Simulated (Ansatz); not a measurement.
The system is LiY3.

```
Y Li
1.0
    -2.36719    2.36719    5.32664
     2.36719   -2.36719    5.32664
     2.36719    2.36719   -5.32664
Y Li
3 1
Direct
  0.50000 0.50000 0.00000
  0.25000 0.75000 0.50000
  0.75000 0.25000 0.50000
  0.00000 0.00000 0.00000
```

The cell comes from a database or a generator and needn't be the stable form of this composition.

- Program: Ansatz 0.2.0
- Task: relaxation of cell and atoms
- Functional: r2SCAN
- Potentials or basis: Ansatz PAW
- Cutoff: 500 eV (not typed: the program's choice for these potentials)
- k mesh: 8 × 8 × 8
- Occupations: fermi-dirac, width 0.05 eV
- Spin: no spin polarisation

At the start: volume 29.85 Å³/atom.

How do energy, volume and symmetry change on relaxing?

It ends after 5 steps and the volume is 30.40 Å³/atom (+1.9 %); space group I4/mmm (No. 139, to 0.05 Å).

The path:
```
step  energy change (eV)  largest force (eV/Å)  volume (Å³)
   1              0.0000                0.0000       119.39
   2             -0.0143                0.0000       121.85
   3             -0.0196                0.0000       122.01
   4             -0.0199                0.0000       121.62
   5             -0.0202                0.0000       121.62
```

Final structure:
```
CELL_PARAMETERS angstrom
-2.34421 2.34421 5.53280
2.34421 -2.34421 5.53280
2.34421 2.34421 -5.53280
ATOMIC_POSITIONS crystal
Y 0.50000 0.50000 0.00000
Y 0.25000 0.75000 0.50000
Y 0.75000 0.25000 0.50000
Li 0.00000 0.00000 0.00000
```

Caveat: the plane-wave basis is chosen anew once the cell has moved, so the energies of steps on either side of that aren't comparable; the PAW data sets come from PBE, with cores solved anew for the run's functional, which leaves a small shift of forces and pressure.
